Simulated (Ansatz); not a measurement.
Runs of Ansatz 0.2.0 on MnS. The structure is cubic, space group Fm-3m (No. 225). Conventional cell: a = 5.224 Å, b = 5.224 Å, c = 5.224 Å, α = 90.00°, β = 90.00°, γ = 90.00°. Around Mn (site symmetry m-3m) lie 6 S at 2.61 Å. S (site symmetry m-3m) is surrounded by 6 Mn at 2.61 Å. 

```csv
level,spin,U,hubbard projectors,double counting,gap on the mesh (eV),pressure (GPa),moment (μB)
PBE,"collinear, ferromagnetic start",-,-,-,none,-4.0,4.68
PBE+U,"collinear, ferromagnetic start",Mn d U = 3 eV,ortho-atomic (the default),fll (the default),0.51,3.3,5.00
PBEsol+U,"collinear, ferromagnetic start",Mn d U = 2 eV,ortho-atomic (the default),fll (the default),none,(a),(b)
PBEsol+U,"collinear, program default start",Mn d U = 4 eV,ortho-atomic (the default),fll (the default),0.78,(c),5.00
PBE+U,"non-collinear, random start, SOC",Mn d U = 3 eV,ortho-atomic (the default),fll (the default),0.50,3.3,-
```

Alike in all rows: task single point; potentials or basis Ansatz PAW; cell as given; k mesh 6 × 6 × 6; cutoff (eV) 420; smearing gaussian 0.05 eV.

Question: Estimate the missing entries.

Answer: (a) -2.0; (b) 4.97; (c) 0.4.

Caveats: a cell with one magnetic atom can't hold antiferromagnetic order, which such compounds often take (some runs); the magnetic or orbital state may not be the lowest (some runs); the PAW data sets come from PBE, with cores solved anew for the run's functional, which leaves a small shift of forces and pressure (some runs); semilocal functionals often make such compounds metallic where correlation or magnetic order opens a gap, which also shifts bond lengths (some runs); moments are unreliable in this version under spin-orbit coupling with a hybrid or U, so they aren't listed (some runs); the thresholds are loose for stress (some runs).

A k mesh can miss the band edges.

A gap of «none» marks a metal or a gap under the smearing width.
